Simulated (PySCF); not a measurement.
**GaH3F− ([GaFH3]-) at wB97X-V/STO-6G**

What is the vertical singlet–triplet gap of GaH3F− ([GaFH3]-) at wB97X-V/STO-6G? 

The calculation is run with PySCF 2.14.0.

7 further runs of the same task are left out: 3 that didn't finish, 4 set aside as unsound or not needed.

## Step 1: Starting point

GaH3F− has 5 atoms, charge -1, and is taken as a singlet. SMILES: `[H][Ga-]([H])([H])[F]`. Geometry: a GFN2-xTB relaxation, a rough one for these elements and not checked as a minimum.

Bond lengths: Ga1–F2 1.780 Å, Ga1–H3 1.555 Å, Ga1–H4 1.553 Å, Ga1–H5 1.555 Å. Angles: F2–Ga1–H3 106.3°, F2–Ga1–H4 106.5°, F2–Ga1–H5 106.5°, H3–Ga1–H4 112.2°, H3–Ga1–H5 112.4°, H4–Ga1–H5 112.4°.

## Step 2: The energy at wB97X-V/STO-6G

Input file job.py:

```python
# [GaFH3]-
from pyscf import gto, dft

mol = gto.M(
    atom='''
Ga    -0.003080     0.001795    -0.174025
F      0.022847    -0.035678     3.188818
H      2.810098     0.022110    -1.020547
H     -1.420469     2.445759    -0.971659
H     -1.409396    -2.433986    -1.022569
''',
    verbose=4,
    spin=0,
    basis='sto-6g',
    max_memory=1860,
    charge=-1,
    unit='bohr',
)

mf = dft.RKS(mol, xc='wb97x-v')
mf.conv_tol = 1e-10
mf.grids.level = 5
mf.nlcgrids.level = 1
mf.kernel()
if not mf.converged:
    mf = mf.newton().run(mf.mo_coeff, mf.mo_occ)

e_final = mf.e_tot
print(f'total energy: {e_final:.8f} hartree')
```

On the command line:

```bash
$ OMP_NUM_THREADS=1 python job.py
```

Standard output:

```text
PySCF version 2.14.0

[... 88 lines left out ...]
converged SCF energy = -2014.92556349906
total energy: -2014.92556350 hartree
```

Wall time 28 s (1 thread of Arm Neoverse V2, shared host); peak memory 0.23 GiB.

## Step 3: The triplet, same level

Input file calc.py:

```python
from pyscf import gto, dft

mol = gto.M(
    atom=[
    ('Ga', (-0.001630, 0.000950, -0.092090)),
    ('F', (0.012090, -0.018880, 1.687450)),
    ('H', (1.487040, 0.011700, -0.540050)),
    ('H', (-0.751680, 1.294240, -0.514180)),
    ('H', (-0.745820, -1.288010, -0.541120)),
],
    max_memory=1860,
    basis='sto-6g',
    spin=2,
    verbose=3,
    charge=-1,
)

mf = dft.UKS(mol, xc='wb97x-v')
mf.conv_tol = 1e-10
mf.nlcgrids.level = 1
mf.grids.level = 5
mf.kernel()
if not mf.converged:
    mf = mf.newton().run(mf.mo_coeff, mf.mo_occ)

e_final = mf.e_tot
print('Final energy', e_final)
```

On the command line:

```bash
$ OMP_NUM_THREADS=1 python calc.py
```

Standard output:

```text
WARN: HOMO -0.110601098893085 >= LUMO -0.543189437441295

WARN: HOMO 0.394801816286034 >= LUMO 0.373352692058738

converged SCF energy = -2014.75131653361  <S^2> = 2.0077633  2S+1 = 3.0051711
Final energy -2014.7513165336145
```

Run time: 97 s. Hardware: 1 thread of Arm Neoverse V2, shared host; peak memory 0.24 GiB.

## Step 4: Outcome

Level: wB97X-V/STO-6G.

```
                                                      quantity           value
                                         singlet: total energy  -2014.92556 Eh
                                          singlet: HOMO energy         4.73 eV
                                          singlet: LUMO energy        16.99 eV
singlet: HOMO–LUMO gap (to an unbound level, set by the basis)        12.26 eV
                                         triplet: total energy  -2014.75132 Eh
                   triplet: HOMO energy (highest over α and β)         8.48 eV
                    triplet: LUMO energy (lowest over α and β)        10.49 eV
                                                 triplet: ⟨S²⟩           2.008
              vertical energy of the triplet above the singlet        4.742 eV
```

What this shows: At this shape the triplet lies 4.74 eV (109 kcal/mol) above the singlet. For an anion a state so high probably lies above electron detachment. In a minimal basis such a difference can be off by several eV, whatever the method. The HOMO (singlet) lies at positive energy, 4.73 eV; only total energies tell whether the electron is bound. Mulliken charges (triplet) run from -0.34 on Ga1 to -0.13 on H5; they depend strongly on the basis. The HOMO (triplet) lies at positive energy, 8.48 eV; only total energies tell whether the electron is bound.
